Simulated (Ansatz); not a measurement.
# Germanium, ST12 under r²SCAN: structure and ground-state energy

The plan for germanium in the ST12 structure: relax it, then solve it on a dense k-mesh. Spin polarisation is left out. The k-meshes are 3×3×3 for the relaxation; 5×5×4 for the dense run. It starts from a deposited cell (COD).

Method: DFT r2SCAN, plane waves (500 eV) with PAW, scalar-relativistic; PAW files made under PBE, frozen cores solved again for the functional, in Ansatz 0.2.0.

## (1) The system as given

It takes space group P4_32_12 (No. 96, tetragonal). Conventional cell: a = 5.930 Å, b = 5.930 Å, c = 6.980 Å, α = 90.00°, β = 90.00°, γ = 90.00°. Around Ge (site symmetry 2) lie 4 Ge at 2.48 to 2.49 Å. Ge (site symmetry 1) has 4 Ge at 2.48 to 2.49 Å as nearest neighbours.

As a file:

```xyz
12
Lattice="5.9300 0.0000 0.0000 0.0000 5.9300 0.0000 0.0000 0.0000 6.9800" Properties=species:S:1:pos:R:3 pbc="T T T"
Ge    0.5408    0.5408    0.0000
Ge    2.4242    3.5058    5.2350
Ge    5.3892    5.3892    3.4900
Ge    3.5058    2.4242    1.7450
Ge    1.0259    2.2439    1.7352
Ge    0.7211    3.9909    6.9702
Ge    4.9041    3.6861    5.2252
Ge    5.2089    1.9391    3.4802
Ge    3.9909    0.7211    0.0098
Ge    3.6861    4.9041    1.7548
Ge    1.9391    5.2089    3.4998
Ge    2.2439    1.0259    5.2448
```

## (2) Relaxing cell and atoms

input.yaml

```yaml
crystal:
  lattice:
    - [5.93, 0.0, 0.0]
    - [0.0, 5.93, 0.0]
    - [0.0, 0.0, 6.98]
  atoms:
    - { symbol: Ge, position: [0.0912, 0.0912, 0.0] }
    - { symbol: Ge, position: [0.4088, 0.5912, 0.75] }
    - { symbol: Ge, position: [0.9088, 0.9088, 0.5] }
    - { symbol: Ge, position: [0.5912, 0.4088, 0.25] }
    - { symbol: Ge, position: [0.173, 0.3784, 0.2486] }
    - { symbol: Ge, position: [0.1216, 0.673, 0.9986] }
    - { symbol: Ge, position: [0.827, 0.6216, 0.7486] }
    - { symbol: Ge, position: [0.8784, 0.327, 0.4986] }
    - { symbol: Ge, position: [0.673, 0.1216, 0.0014] }
    - { symbol: Ge, position: [0.6216, 0.827, 0.2514] }
    - { symbol: Ge, position: [0.327, 0.8784, 0.5014] }
    - { symbol: Ge, position: [0.3784, 0.173, 0.7514] }
hamiltonian:
  xc: r2scan
  pseudopotentials:
    kind: paw
    azcp:
      Ge: "pseudopotentials/Ge.paw.azcp"
basis:
  ecutwfc: 500
  fft_grid_basis: typed
kpoints:
  mp_grid: { grid: [3, 3, 3], shift: [0, 0, 0] }
magnetization:
  spin_polarized: false
scf:
  occupations: { method: fermi_dirac, width: 0.05 }
relax:
  max_steps: 60
  f_tol: 0.01
  cell: {}
```

The runs that follow: Dense single point.

Q: Predict the outcome of this session. Wanted: space group; conventional cell; volume; shortest distance; gap on the mesh; relative to diamond.

**Answer**, as computed:

```
                      quantity                                   value
space group (spins left aside)                       P4_32_12 (No. 96)
             conventional cell  a = 5.936 Å, c = 7.094 Å (c/a = 1.195)
                        volume                          20.833 Å³/atom
             shortest distance                                 2.476 Å
   against the measured volume                 +1.9 % (20.454 Å³/atom)
               gap on the mesh                                 0.98 eV
           relative to diamond                           +179 meV/atom
```

In words: The volume comes out 1.9 % larger than measured. The deposited cell holds zero-point motion and, unless taken cold, thermal expansion, so the miss against a static lattice is larger still. It lies 179 meV/atom above the element's reference form at the same level (diamond, from a run of its own), so it is far from stable. The mesh shows a gap of 0.98 eV. Band edges may lie between mesh points, so the true gap at this level can be smaller. Relaxation kept the symmetry; phonons were not checked.
